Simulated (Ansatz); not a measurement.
# CH6BPSSi: the cost of one run

Program: Ansatz 0.2.0, driven from Python. The levels of theory stand in the script. These are calculated values, not measurements.

**1. Starting point**

Bond lengths: P1–B2 1.884 Å, B2–C3 1.618 Å, C3–Si4 1.862 Å, B2–S5 1.952 Å, Si4–S5 2.071 Å, P1–H6 1.406 Å, P1–H7 1.457 Å, C3–H8 1.148 Å, C3–H9 1.075 Å, Si4–H10 1.507 Å, Si4–H11 1.409 Å. Angles (14 of 19 angles, heavy atoms first): P1–B2–C3 133.3°, P1–B2–S5 134.4°, C3–B2–S5 92.4°, B2–C3–Si4 101.3°, C3–Si4–S5 82.1°, B2–S5–Si4 84.1°, B2–P1–H6 97.5°, B2–P1–H7 94.3°, B2–C3–H8 107.8°, B2–C3–H9 111.9°, Si4–C3–H8 106.8°, Si4–C3–H9 116.7°, C3–Si4–H10 107.1°, C3–Si4–H11 114.1°.

The script holds or builds the structure itself.

**2. The code**

File disp.py:

```python
"""Dispersion corrections for CH6BPSSi."""

import logging
import sys

import ansatz

logging.basicConfig(stream=sys.stdout, format="%(levelname)s %(message)s")
logger = logging.getLogger("ch6bpssi")
logger.setLevel(logging.INFO)

GEOMETRY = """
P    -0.45910    2.49190    0.83680
B     0.01050    0.91390   -0.07970
C    -0.17350   -0.65890    0.25370
Si    0.72750   -1.44240   -1.17520
S     0.92410    0.53370   -1.76180
H     0.02670    2.12020    2.10330
H    -1.82970    2.06800    1.09050
H     0.43670   -0.89220    1.19820
H    -1.20770   -0.92520    0.37680
H    -0.30340   -2.15540   -2.01230
H     1.91330   -2.11070   -0.80980
"""


def main() -> None:
    molecule = ansatz.Crystal.molecule()
    for line in GEOMETRY.strip().splitlines():
        symbol, *xyz = line.split()
        molecule = molecule.atom(symbol, [float(v) for v in xyz])

    model = molecule.calculation().basis(gaussian="def2-SVP")
    for name in ["revpbe", "pbe"]:
        for correction in ("d3bj", "d4"):
            data = model.functional(name, dispersion=correction).run(threads=1).report
            logger.info(f"{name:8s} {correction:5s} total {data['free_energy_ev']:.5f} eV, of which dispersion {1000 * data['dispersion']['energy']['ev']:.2f} meV")


if __name__ == "__main__":
    main()
```

**3. Running it**

Launch:

```sh
$ python disp.py
```

What time and memory should one allow on 1 thread of Arm Neoverse V2, shared host?

About 12 s, with a peak of 0.21 GiB.
